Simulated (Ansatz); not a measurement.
# AlF₂H₂N: small, medium and large basis sets

How large a basis does AlF₂H₂N need? Two functionals are run in growing sets.

Program: Ansatz 0.2.0, Gaussian basis. Level of theory: one geometry, several basis sets. These are calculated values, not measurements.

The runs, in order: PBE0-D4/def2-SVP; ωB97M-V/def2-SVP; PBE0-D4/def2-QZVPP; ωB97M-V/def2-QZVPP; the functionals' def2-TZVPP values are taken from earlier runs.

## (1) Structure used throughout

An earlier PBE0-D4 in a triple-zeta def2 set relaxation fixed the geometry.

SMILES `[NH2][Al]([F])[F]`, 6 atoms, charge 0, spin multiplicity 1.

Atoms are counted from 1 here; the program's logs count them from 0.

Bond lengths: N1–Al2 1.745 Å, N1–H5 1.006 Å, N1–H6 1.006 Å, Al2–F3 1.640 Å, Al2–F4 1.640 Å. Angles: Al2–N1–H5 124.4°, Al2–N1–H6 124.5°, H5–N1–H6 111.1°, N1–Al2–F3 120.7°, N1–Al2–F4 120.7°, F3–Al2–F4 118.6°.

## (2) PBE0-D4 in def2-SVP

in.yaml reads:

```yaml
crystal:
  periodic: [false, false, false]
  atoms:
    - {symbol: N, position_ang: [-0.352488, 0.868969, -0.156860]}
    - {symbol: Al, position_ang: [0.299535, -0.727036, 0.113501]}
    - {symbol: F, position_ang: [1.455804, -0.977417, 1.249152]}
    - {symbol: F, position_ang: [-0.230002, -2.007883, -0.763061]}
    - {symbol: H, position_ang: [-0.069648, 1.692031, 0.347645]}
    - {symbol: H, position_ang: [-1.061201, 1.087235, -0.836576]}
basis:
  gaussian: {orbitals: def2-SVP}
hamiltonian: {xc: pbe0, dispersion: d4}
output: {orbitals: {seedname: orbitals}}
```

Command:

```bash
ansatz run in.yaml --threads 4 --pin off --events-out ev --progress --plain --max-ram 10444MiB
```

After this run come: ωB97M-V in def2-SVP; PBE0-D4 in def2-QZVPP; ωB97M-V in def2-QZVPP.

Before running them: what should the planned runs give, taken together? Wanted: PBE0-D4: double and triple zeta above quadruple; ωB97M-V: double and triple zeta above quadruple.

The runs gave:

```
                                       quantity           value
PBE0-D4: double and triple zeta above quadruple  11.94, 0.65 eV
ωB97M-V: double and triple zeta above quadruple  12.08, 0.61 eV
```

**Reading.** PBE0-D4 gains 11.29 eV from double to triple zeta, then 0.65 eV more. These are total energies; as a rule much of such shifts cancels in differences, which this series doesn't test. The LUMO of ωB97M-V is positive and keeps falling with the basis (1.20 to 0.55 eV): an unbound level that the basis holds in place.
